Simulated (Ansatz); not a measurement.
# GeH₄Se₄: one species, many methods

One table from this session's results is given with a row withheld; the runs are named, their logs left out.

The runs use Ansatz 0.2.0, Gaussian basis; functionals in def2-TZVPP, the program's frozen cores in correlated methods.

Levels to be run: LDA (SPW92), PBE-D4, revPBE-D4, BLYP-D4, r2SCAN-D4, B97M-V, PBE0-D4, B3LYP-D4, r2SCANh-D4, r2SCAN0-D4, HSE06-D4, BHLYP-D4, CAM-B3LYP-D4, LC-ωPBE, ωB97X-V, ωB97M-V, B2PLYP, PBE-QIDH; CCSD(T)/def2-SVP; CCSD(T)/def2-TZVPP; MP2/def2-QZVPP; extrapolation to the limit; RPA on PBE.

### Structure used throughout

All runs share one geometry, relaxed beforehand with PBE0-D4 in a triple-zeta def2 set.

9 atoms, charge 0, spin multiplicity 1.

Atoms are counted from 1 here; the program's logs count them from 0.

Bond lengths: Se1–Ge2 2.353 Å, Se1–H6 1.469 Å, Ge2–Se3 2.354 Å, Ge2–Se4 2.356 Å, Ge2–Se5 2.356 Å, Se3–H7 1.469 Å, Se4–H8 1.471 Å, Se5–H9 1.471 Å. Angles: Ge2–Se1–H6 92.0°, Se1–Ge2–Se3 102.9°, Se1–Ge2–Se4 107.9°, Se1–Ge2–Se5 114.4°, Se3–Ge2–Se4 114.4°, Se3–Ge2–Se5 107.8°, Se4–Ge2–Se5 109.5°, Ge2–Se3–H7 92.0°, Ge2–Se4–H8 92.2°, Ge2–Se5–H9 92.2°.

Set-up of the first run:

The input, in.yaml:

```yaml
crystal:
  periodic: [false, false, false]
  atoms:
    - {symbol: Se, position_ang: [-0.372086, 1.404786, -2.161300]}
    - {symbol: Ge, position_ang: [0.227002, 0.100678, -0.296005]}
    - {symbol: Se, position_ang: [2.493553, -0.387052, -0.701754]}
    - {symbol: Se, position_ang: [-1.180674, -1.787644, -0.250057]}
    - {symbol: Se, position_ang: [0.091000, 1.231319, 1.766288]}
    - {symbol: H, position_ang: [-1.440035, 2.079324, -1.411392]}
    - {symbol: H, position_ang: [2.420083, -1.626152, 0.083723]}
    - {symbol: H, position_ang: [-0.782101, -2.121195, 1.125592]}
    - {symbol: H, position_ang: [-1.368241, 1.059636, 1.827905]}
basis:
  gaussian: {orbitals: def2-TZVPP}
hamiltonian: {xc: lda}
output: {orbitals: {seedname: orbitals}}
```

Launch:

```bash
> ansatz run in.yaml --threads 2 --pin off --events-out ev --progress --plain --max-ram 32768MiB --backend cuda --devices 0, --max-vram 18GiB
```

Among the steps run: LDA; PBE-D4 (GGA); revPBE-D4 (GGA); BLYP-D4 (GGA); r2SCAN-D4 (meta-GGA); B97M-V (meta-GGA); PBE0-D4 (hybrid); B3LYP-D4 (hybrid); r2SCANh-D4 (hybrid); r2SCAN0-D4 (hybrid); HSE06-D4 (hybrid); BHLYP-D4 (hybrid); CAM-B3LYP-D4 (range-separated); LC-ωPBE (range-separated); ωB97X-V (range-separated); ωB97M-V (range-separated); B2PLYP (double hybrid); PBE-QIDH (double hybrid).

One of the session's tables, all rows but one given; the rest of the session is left out.

It belongs to the step «Frontier levels by functional». 

| functional | HOMO (eV) | LUMO (eV) | gap (eV) |
| --- | --- | --- | --- |
| LDA (SPW92) | -6.19 | -3.02 | 3.17 |
| PBE-D4 | -6.03 | -2.75 | 3.28 |
| revPBE-D4 | -5.98 | -2.65 | 3.32 |
| BLYP-D4 | -5.85 | -2.67 | 3.17 |
| r2SCAN-D4 | -6.33 | -2.62 | 3.71 |
| B97M-V | -6.39 | -2.47 | 3.92 |
| PBE0-D4 | -7.16 | -1.96 | 5.20 |
| B3LYP-D4 | -6.92 | -2.21 | 4.70 |
| r2SCANh-D4 | -6.74 | -2.33 | 4.40 |
| r2SCAN0-D4 | -7.35 | -1.90 | 5.46 |
| HSE06-D4 | -6.77 | -2.32 | 4.45 |
| BHLYP-D4 | -8.12 | -1.08 | 7.04 |
| CAM-B3LYP-D4 | -8.40 | -1.02 | 7.38 |
| LC-ωPBE | -9.75 | 0.09 | 9.84 |
| ωB97X-V | -9.41 | 0.02 | 9.42 |
| ωB97M-V | ? | ? | ? |

Estimate the missing values for ωB97M-V.

As computed: HOMO (eV): -9.25; LUMO (eV): -0.14; gap (eV): 9.11. In the column «HOMO (eV)» it lies between ωB97X-V (-9.41) and CAM-B3LYP-D4 (-8.40).
